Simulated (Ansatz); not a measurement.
# F₃GaH₃P: small, medium and large basis sets

An exercise on one series of results from a longer session: the logs are not shown, and one member is left open.

Computed with Ansatz 0.2.0, Gaussian basis. Level: one geometry, several basis sets.

The runs, in order: PBE0-D4/def2-SVP; ωB97M-V/def2-SVP; PBE0-D4/def2-QZVPP; ωB97M-V/def2-QZVPP; the functionals' def2-TZVPP values are taken from earlier runs.

## Structure used throughout

An earlier PBE0-D4 in a triple-zeta def2 set relaxation fixed the geometry.

8 atoms, charge 0, spin multiplicity 1.

Atoms are counted from 1 here; the program's logs count them from 0.

Bond lengths: F1–P2 1.568 Å, P2–F3 1.602 Å, P2–F4 1.565 Å, Ga5–H6 1.567 Å, Ga5–H7 1.577 Å, Ga5–H8 1.565 Å. Angles: F1–P2–F3 96.1°, F1–P2–F4 97.8°, F3–P2–F4 96.8°, H6–Ga5–H7 119.0°, H6–Ga5–H8 121.5°, H7–Ga5–H8 119.2°.

Set-up of the first run:

The input, in.yaml:

```yaml
crystal:
  periodic: [false, false, false]
  atoms:
    - {symbol: F, position_ang: [1.794798, -1.369223, 2.048663]}
    - {symbol: P, position_ang: [1.506915, -0.259992, 0.979021]}
    - {symbol: F, position_ang: [-0.051271, -0.589180, 0.808950]}
    - {symbol: F, position_ang: [2.001281, -1.046041, -0.280792]}
    - {symbol: Ga, position_ang: [-1.310603, 0.790284, -0.865374]}
    - {symbol: H, position_ang: [-2.279965, 1.420187, 0.191961]}
    - {symbol: H, position_ang: [0.084124, 1.477260, -1.128993]}
    - {symbol: H, position_ang: [-1.745279, -0.423295, -1.753425]}
basis:
  gaussian: {orbitals: def2-SVP}
hamiltonian: {xc: pbe0, dispersion: d4}
output: {orbitals: {seedname: orbitals}}
```

The run is started by

```sh
ansatz run in.yaml --threads 4 --pin off --events-out ev --progress --plain --max-ram 10444MiB
```

Steps of the session up to this table: PBE0-D4 in def2-SVP; ωB97M-V in def2-SVP; PBE0-D4 in def2-QZVPP; ωB97M-V in def2-QZVPP.

One of the session's tables, all rows but one given; the rest of the session is left out.

It belongs to the step «Functionals by basis». 

| functional | basis | HOMO (eV) |
| --- | --- | --- |
| PBE0-D4 | def2-SVP | ? |
| PBE0-D4 | def2-TZVPP | -8.47 |
| PBE0-D4 | def2-QZVPP | -8.47 |
| ωB97M-V | def2-SVP | -10.59 |
| ωB97M-V | def2-TZVPP | -10.70 |
| ωB97M-V | def2-QZVPP | -10.70 |

Q: Estimate the row for PBE0-D4, def2-SVP from the others.

The run gave: HOMO (eV): -8.41. In the column «HOMO (eV)» it is the highest.
